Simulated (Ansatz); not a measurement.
Which YAML input does this script hand to the engine? (Ansatz's Python interface)

Script `run_deck.py`:
```python
"""CH4FNSi through the session interface."""

import ansatz as az
import numpy as np
import pandas as pd

deck = {
    "crystal": {
        "periodic": [False, False, False],
        "atoms": [
            {"symbol": "F", "position_ang": [-1.8714, 0.6271, -0.2111]},
            {"symbol": "Si", "position_ang": [-0.3615, 0.7227, -0.5412]},
            {"symbol": "C", "position_ang": [0.6652, -0.0958, 0.7019]},
            {"symbol": "N", "position_ang": [0.2201, -0.8787, -0.357]},
            {"symbol": "H", "position_ang": [0.0275, 1.0359, -1.9507]},
            {"symbol": "H", "position_ang": [1.7543, 0.1387, 0.6669]},
            {"symbol": "H", "position_ang": [0.3006, -0.2144, 1.7061]},
            {"symbol": "H", "position_ang": [-0.6427, -1.3927, -0.0706]},
        ],
    },
    "basis": {"gaussian": {"orbitals": "def2-SVP"}},
    "hamiltonian": {"xc": "r2scan"},
    "output": {"forces": True},
}
session = az.Session.from_dict(deck)
r = session.plan(threads=1).execute().report

for key in ("converged", "free_energy_ev", "reference_energy_ev", "n_frozen", "n_occupied", "n_virtual"):
    print(f"{key:22s} {r[key]}")
symbols = ["F", "Si", "C", "N", "H", "H", "H", "H"]

print("forces (eV/A)")
for symbol, f in zip(symbols, r["forces_ev_ang"]):
    print(f"  {symbol:2s} {f[0]:9.4f} {f[1]:9.4f} {f[2]:9.4f}")
charges = r["charge_distribution"]
table = pd.DataFrame({"atom": symbols, "mulliken": charges["mulliken_charges_e"], "lowdin": charges["lowdin_charges_e"]})
print(table.round(3).to_string())
print("dipole (e A):", np.round(charges["dipole_moment_e_ang"], 4) + 0.0)
```

`python run_deck.py` gives:
```text
converged              True
free_energy_ev         -13176.164896645008
reference_energy_ev    -13176.164896645008
n_frozen               0
n_occupied             [20, 20]
n_virtual              [60, 60]
forces (eV/A)
  F    -3.5502    0.5574    0.4845
  Si    2.5380    1.0490   -2.0284
  C     2.4627    1.8475    1.3778
  N    -1.1977   -3.7288   -1.0664
  H    -0.4354    0.7087    0.3532
  H    -0.3501   -0.1760    0.2836
  H    -0.3711   -0.1239    0.8676
  H     0.9038   -0.1339   -0.2719
  atom  mulliken  lowdin
0    F    -0.313   0.047
1   Si     0.534   0.072
2    C    -0.089  -0.085
3    N    -0.350  -0.002
4    H    -0.061  -0.062
5    H     0.081   0.007
6    H     0.069   0.002
7    H     0.130   0.022
dipole (e A): [-0.0338  0.1718  0.1628]
```

`input.yaml`:
```yaml
crystal:
  periodic: [false, false, false]
  atoms:
    - { symbol: F, position_ang: [-1.8714, 0.6271, -0.2111] }
    - { symbol: Si, position_ang: [-0.3615, 0.7227, -0.5412] }
    - { symbol: C, position_ang: [0.6652, -0.0958, 0.7019] }
    - { symbol: "N", position_ang: [0.2201, -0.8787, -0.357] }
    - { symbol: H, position_ang: [0.0275, 1.0359, -1.9507] }
    - { symbol: H, position_ang: [1.7543, 0.1387, 0.6669] }
    - { symbol: H, position_ang: [0.3006, -0.2144, 1.7061] }
    - { symbol: H, position_ang: [-0.6427, -1.3927, -0.0706] }
basis:
  gaussian: { orbitals: def2-SVP }
hamiltonian:
  xc: r2scan
output:
  forces: true
```

The program run on that file:
```console
$ ansatz run input.yaml --threads 1 --pin off --max-ram 4096MiB --backend cpu --events-out ev --progress --plain --runs-dir out
Engine: ansatz 0.2.0, aarch64-unknown-linux-gnu
Functional definition: r2SCAN
  parameter k0 = 0.174
  parameter k1 = 0.065
  parameter a1 = 4.9479
  exchange = r2scan_x(k0 = k0, k1 = k1, a1 = a1)
  correlation = r2scan_c
906 factors; their error is unknown
mean field evaluation 1: about -13165.8321 eV, gradient 6.7e1 eV
mean field evaluation 2: about -13121.6514 eV, gradient 1.3e2 eV
mean field evaluation 4: about -13175.9509 eV, gradient 1.2e1 eV
mean field evaluation 8: about -13176.2310 eV, gradient 1.9e-1 eV
mean field evaluation 16: about -13176.1649 eV, gradient 2.2e-4 eV
mean field -13176.16488825 eV, -484.2151285177 hartree, gradient 7.5e-6 eV, S^2 0.000000; 0 other end points of the search recorded, 0 dependent functions left out
the calculation of the forces begins
reference -13176.16489665 eV, -484.2151288264 hartree; 20, 20 occupied and 60, 60 virtual orbitals, 906 factors
Total energy: -13176.16489665 eV, -484.2151288264 hartree
Atom 0 at    -1.871400     0.627100    -0.211100 Å, force    -3.550187     0.557397     0.484524 eV/Å
Atom 1 at    -0.361500     0.722700    -0.541200 Å, force     2.537971     1.049022    -2.028435 eV/Å
Atom 2 at     0.665200    -0.095800     0.701900 Å, force     2.462656     1.847501     1.377754 eV/Å
Atom 3 at     0.220100    -0.878700    -0.357000 Å, force    -1.197701    -3.728835    -1.066355 eV/Å
Atom 4 at     0.027500     1.035900    -1.950700 Å, force    -0.435438     0.708710     0.353242 eV/Å
Atom 5 at     1.754300     0.138700     0.666900 Å, force    -0.350094    -0.175986     0.283595 eV/Å
Atom 6 at     0.300600    -0.214400     1.706100 Å, force    -0.371053    -0.123874     0.867566 eV/Å
Atom 7 at    -0.642700    -1.392700    -0.070600 Å, force     0.903846    -0.133934    -0.271891 eV/Å
Dipole moment:    -0.033755     0.171826     0.162774 e Å
```

Reading the output:
- Total energies depend on the basis set; only differences at equal settings carry meaning.
- The geometry is a force-field or estimated start, not a minimum of this method, and the basis set is short of its limit.
- The Löwdin charges here are taken after orthogonalising the functions within each atom; they differ from plain Löwdin charges, and their signs can be unphysical.
- Hardware and time: 4.7 s on 1 thread of Arm Neoverse V1, on a shared host, peak memory 0.22 GiB.
